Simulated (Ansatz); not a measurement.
Consider an atomisation energy of CH₃AlBr₂, SMILES [CH3][Al]([Br])[Br] (the Ansatz DFT code, driven from Python).

The script, `ch3albr2_tae.py`:
```python
# -*- coding: utf-8 -*-
"""Energy to split CH3AlBr2 into its atoms."""

from collections import Counter

import ansatz


def energy(molecule, charge=0, unpaired=0):
    calc = (
        molecule.calculation()
        .basis(gaussian="def2-TZVP")
        .functional("r2scan0")
    )
    if charge:
        calc = calc.charge(charge)
    if unpaired:
        calc = calc.spin("collinear", total=unpaired)
    return calc.run(threads=1).report["free_energy_ev"]

geometry_ang = [
    ("C", (-0.1104, 0.9645, -0.1097)),
    ("Al", (0.1285, -0.9497, 0.1049)),
    ("Br", (1.9701, -1.7293, 1.3236)),
    ("Br", (-1.3176, -2.4807, -0.8589)),
    ("H", (-1.0744, 1.1718, -0.7391)),
    ("H", (-0.2748, 1.4992, 0.8735)),
    ("H", (0.7398, 1.4561, -0.64)),
]
ch3albr2 = ansatz.Crystal.molecule()
for symbol, xyz in geometry_ang:
    ch3albr2 = ch3albr2.atom(symbol, xyz)

# Hund ground states
unpaired = {"C": 2, "Al": 1, "Br": 1, "H": 1}
counts = Counter(site.symbol for site in ch3albr2.cartesian_sites)
atom_energy = {s: energy(ansatz.Crystal.molecule().atom(s, (0, 0, 0)), 0, unpaired[s]) for s in counts}
whole = energy(ch3albr2, 0, 0)
for s, e in atom_energy.items():
    print(f"{s:2s} x{counts[s]}  {e:14.5f} eV")
print(f"CH3AlBr2: {whole:.5f} eV")
split = sum(counts[s] * e for s, e in atom_energy.items()) - whole
print(f"atomisation energy (no zero-point term): {split:.3f} eV, {split / sum(counts.values()):.3f} eV an atom")
```

What does it cost to take this molecule apart into atoms?

23.946 eV from the electronic energies, without the zero-point term.

The output:

Output of `python ch3albr2_tae.py`:
```text
C  x1     -1029.51733 eV
Al x1     -6594.08278 eV
Br x2    -70044.66948 eV
H  x3       -13.60215 eV
CH3AlBr2: -147777.69151 eV
atomisation energy (no zero-point term): 23.946 eV, 3.421 eV an atom
```

Notes:
- Total energies depend on the basis set; only differences at equal settings carry meaning.
- The geometry is a force-field or estimated start, not a minimum of this method, and the basis set is short of its limit. All parts are taken at fixed geometry, without zero-point energy.
- The spin-orbit lowering of heavy atoms is left out.
- Timing: 14 s on 1 thread of Intel(R) Xeon(R) Processor @ 2.30GHz, on a shared host, peak memory 0.57 GiB.
